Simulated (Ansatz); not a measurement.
# CH3ClSi: the cost of one run

Method: PBE0-D4/def2-TZVP structures, single points in def2-TZVPP, no counterpoise correction; program: Ansatz 0.2.0, Gaussian basis.

Levels: SPW92, PBE-D4, BLYP-D4, r2SCAN-D4, B97M-V, PBE0-D4, B3LYP-D4, r2SCAN0-D4, BHLYP-D4, CAM-B3LYP-D4, wB97X-V, wB97M-V, B2PLYP, PBE-QIDH, RPA on PBE, Hartree-Fock, MP2, CCSD, CCSD(T).

Correlated methods freeze the cores. Filled d shells of the heavier atoms are correlated. B3LYP uses VWN-RPA correlation. B2PLYP carries no dispersion term here.

58 further runs of the same task are left out: 2 that didn't finish, 56 set aside as unsound or not needed. Runs told in other sessions of the task aren't counted.

### Step 1. The starting structure

The complex: 8 atoms, charge 0, spin multiplicity 1.

Atoms are counted from 1 here; the program's logs count them from 0.

Bond lengths: Si1–C3 1.695 Å, Si1–H5 1.471 Å, Si1–Cl6 2.019 Å, Br2–H4 1.461 Å, C3–H7 1.085 Å, C3–H8 1.083 Å. Angles: C3–Si1–H5 125.0°, C3–Si1–Cl6 123.5°, H5–Si1–Cl6 111.3°, Si1–C3–H7 119.3°, Si1–C3–H8 123.5°, H7–C3–H8 116.7°.

As a file:

```mol
CH4BrClSi
  3D, bonds by distance, orders not assigned

  8  6  0  0  0  0  0  0  0  0999 V2000
   -0.7819    0.4851    0.8300 Si  0  0
    0.2512   -1.7202   -2.4532 Br  0  0
    0.8085    0.4703    0.2431 C   0  0
    0.3561   -0.8148   -1.3110 H   0  0
   -1.8399    1.4021    0.3774 H   0  0
   -1.4999   -0.8751    2.1378 Cl  0  0
    1.1321    1.2551   -0.4327 H   0  0
    1.5740   -0.2027    0.6088 H   0  0
  1  3  8  0
  1  5  8  0
  1  6  8  0
  2  4  8  0
  3  7  8  0
  3  8  8  0
M  END
```

Its parts: CH₃ClSi holds atoms 1, 3, 5, 6, 7, 8; HBr holds atoms 2, 4. Each part counts its atoms afresh in its own runs.

### Step 2. Relaxing CH₃ClSi alone

Contents of relax-a/in.yaml:

```yaml
crystal:
  periodic: [false, false, false]
  atoms:
    - {symbol: Si, position_ang: [-0.781942, 0.485144, 0.829958]}
    - {symbol: C, position_ang: [0.808494, 0.470340, 0.243086]}
    - {symbol: H, position_ang: [-1.839916, 1.402139, 0.377414]}
    - {symbol: Cl, position_ang: [-1.499871, -0.875109, 2.137754]}
    - {symbol: H, position_ang: [1.132063, 1.255135, -0.432711]}
    - {symbol: H, position_ang: [1.573976, -0.202679, 0.608803]}
basis:
  gaussian: {orbitals: def2-TZVP}
hamiltonian: {xc: pbe0, dispersion: d4}
relax: {f_tol: 0.005, max_steps: 200}
```

Launch:

```console
$ ansatz run in.yaml --threads 4 --pin off --events-out ev --progress --plain --max-ram 9574MiB
```

**Question.** How long does this run take on 4 threads of Intel Xeon Platinum 8488C, shared host?

About 9 s.
